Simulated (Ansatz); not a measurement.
# GeH₂ (triplet): wave-function methods side by side at scale of all distances = 1.119, cc-pVDZ

Aim: climb from Hartree-Fock through coupled cluster and multireference methods for GeH₂ (triplet) at one geometry and basis, and see what each rung misses.

The runs use Ansatz 0.2.0, Gaussian basis; cc-pVDZ, core rule «outside noble gas», up to 14 orbitals frozen.

The runs, in order: UHF; CCSD(T) on ROHF; CCSD(T) on UHF; BCCD(T) on ROHF; CISD; CCSDT(Q) on ROHF; CCSDT(Q) on UHF; CISDTQ; CASSCF and MRCISD+Q, 4 electrons in 4 orbitals; CASSCF and NEVPT2, 4 electrons in 4 orbitals; CASSCF and MRCISD+Q, 6 electrons in 6 orbitals; CASSCF and NEVPT2, 6 electrons in 6 orbitals; Full CI.

10 further runs of the same task are left out: 8 that didn't finish, 2 set aside as unsound or not needed.

## Step 1: What is computed

The geometry derives from a PBE0/def2-TZVP stationary point (not a proven minimum). All distances are scaled together. No spin-orbit coupling is included. The filled d shell of Ge may be among the frozen orbitals whatever the setting's name suggests; the logs give the count.

3 atoms, charge 0, spin multiplicity 3.

Atoms are counted from 1 here; the program's logs count them from 0.

Bond lengths: Ge1–H2 1.724 Å, Ge1–H3 1.724 Å. Angles: H2–Ge1–H3 120.0°.

## Step 2: UHF

Contents of in.yaml:

```yaml
crystal:
  periodic: [false, false, false]
  atoms:
    - {symbol: Ge, position_ang: [0.000000, -0.023261, 0.000000]}
    - {symbol: H, position_ang: [0.000000, 0.838167, -1.493195]}
    - {symbol: H, position_ang: [0.000000, 0.838167, 1.493195]}
basis:
  gaussian: {orbitals: cc-pVDZ}
magnetization: {spin_polarized: true, initial_magnetization: 2}
hamiltonian: {xc: hf}
output: {orbitals: {seedname: orbitals}}
```

Launch:

```bash
$ ansatz run in.yaml --threads 1 --pin off --events-out ev --progress --plain --max-ram 2393MiB
```

After this run come: CCSD(T) on ROHF; CCSD(T) on UHF; BCCD(T) on ROHF; CISD; CCSDT(Q) on ROHF; CCSDT(Q) on UHF; CISDTQ; CASSCF and MRCISD+Q, 4 electrons in 4 orbitals; CASSCF and NEVPT2, 4 electrons in 4 orbitals; CASSCF and MRCISD+Q, 6 electrons in 6 orbitals; CASSCF and NEVPT2, 6 electrons in 6 orbitals; Full CI.

Before running them: what should the planned runs give, taken together? Wanted: FCI below the RHF energy; RMP2 from FCI; UMP2 from FCI; RCCSD from FCI; RCCSD(T) from FCI; UCCSD(T) from FCI; RCCSDT(Q) from FCI; UCCSDT(Q) from FCI; NEVPT2 pair from FCI.

**Answer**, as computed:

```
                         quantity                                                                                                       value
         FCI below the RHF energy                                                                                                  -2.7098 eV
                    RMP2 from FCI                                                                                             +16.50 kcal/mol
                    UMP2 from FCI                                                                                             +16.34 kcal/mol
                   RCCSD from FCI                                                                                              +1.93 kcal/mol
                RCCSD(T) from FCI                                                                                              +0.51 kcal/mol
                UCCSD(T) from FCI                                                                                              +0.29 kcal/mol
               RCCSDT(Q) from FCI                                                                                               0.00 kcal/mol
               UCCSDT(Q) from FCI                                                                                              -0.23 kcal/mol
             NEVPT2 pair from FCI                                                                                             +14.71 kcal/mol
           MRCISD+Q pair from FCI                                                                                              -0.36 kcal/mol
          NEVPT2 valence from FCI                                                                                             +10.81 kcal/mol
levels within 1 kcal/mol (43 meV)  RCCSD(T), UCCSD(T), BCCD(T), RCCSDT, UCCSDT, CISDTQ, RCCSDT(Q), UCCSDT(Q), MRCISD+Q pair, MRCISD+Q valence
                    T1 diagnostic                                                                                                       0.021
   effectively unpaired electrons                                                                                                        2.04
```

RCCSD(T) misses by +0.51 kcal/mol, 0.8 % of the correlation energy. UCCSDT, UCCSDT(Q), MRCISD+Q pair fall below full CI: unrestricted runs freeze a spin-polarised core, another one than full CI's, and coupled cluster isn't variational. One determinant dominates. Of the multireference levels listed MRCISD+Q valence comes nearest in total energy (+0.12 kcal/mol), which doesn't show that its space is the better one. These misses are within one basis, not against nature; the frozen cores of restricted and unrestricted runs differ, which can shift their rows.
